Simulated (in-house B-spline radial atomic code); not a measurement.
**Cr¹⁹⁺: ionisation energy by several methods**

Aim: the ionisation energy of Cr¹⁹⁺ by several methods, each as the difference of two self-consistent energies (Cr¹⁹⁺ and the next ion, [He] 2s2).

Method: non-relativistic, several functionals, spin-polarised, exact exchange averaged over the configuration; spherical all-electron atom at the radial basis limit. Code: in-house B-spline radial atomic code version 1.

### 1 Starting point

* element: chromium (Z = 24)
* charge: +19
* electrons: 5
* configuration: [He] 2s2 2p1
* nucleus: point

The outer shells:

[He] 2s2 2p1
```
[He] core
2s [↑↓]
2p [↑ ][  ][  ]
```

Where spins are not typed, each open shell is filled with up spins first.

### 2 ωB97X

Input settings:

```ini
Z = 24
electrons = 5.0
configuration = [He] 2s2 2p1
hamiltonian = nr
method = wb97x
spin_polarised = True
exact_exchange = averaged over the configuration
```

On the command line:

```console
$ python run_scf.py task.json out
```

One command runs all members of the session, one after another, from task.json.

### 3 PBE0

The settings differ from step 2 so:

```diff
@@ -4,3 +4,3 @@
 hamiltonian = nr
-method = wb97x
+method = pbe0
 spin_polarised = True
```

### 4 r2SCAN0

The settings differ from step 3 so:

```diff
@@ -4,3 +4,3 @@
 hamiltonian = nr
-method = pbe0
+method = r2scan0
 spin_polarised = True
```

**Question.** The tabulated ionisation energy is 1495.1 ± 0.7 eV (semi-empirical; NIST Atomic Spectra Database). What does each method give, and which comes nearest?

**Answer**, as computed:

| method | rung | total energy (hartree) | ΔSCF (eV) | −ε highest (eV) | ΔSCF less tabulated (eV) |
| --- | --- | --- | --- | --- | --- |
| PBE0 | global hybrid | -737.6658 | 1485.15 | 1450.57 (2p up) | -9.95 |
| r2SCAN0 | global hybrid | -737.6668 | 1483.58 | 1450.73 (2p up) | -11.52 |
| ωB97X | range-separated hybrid | -738.0934 | 1484.71 | 1450.22 (2p up) | -10.39 |

What this shows: The tabulated ionisation energy is 1495.1 ± 0.7 eV (semi-empirical; NIST Atomic Spectra Database). PBE0 comes nearest (-9.95 eV) and r2SCAN0 is farthest (-11.52 eV, 0.77 %). All methods miss on the same side by much the same amount, which points to something that they share. These runs lack relativity altogether, which can outweigh the gaps between the methods, so the nearest may be so by luck. Open shells are averaged (over orientations, and over spins where the run is restricted), while tables refer to the lowest levels.
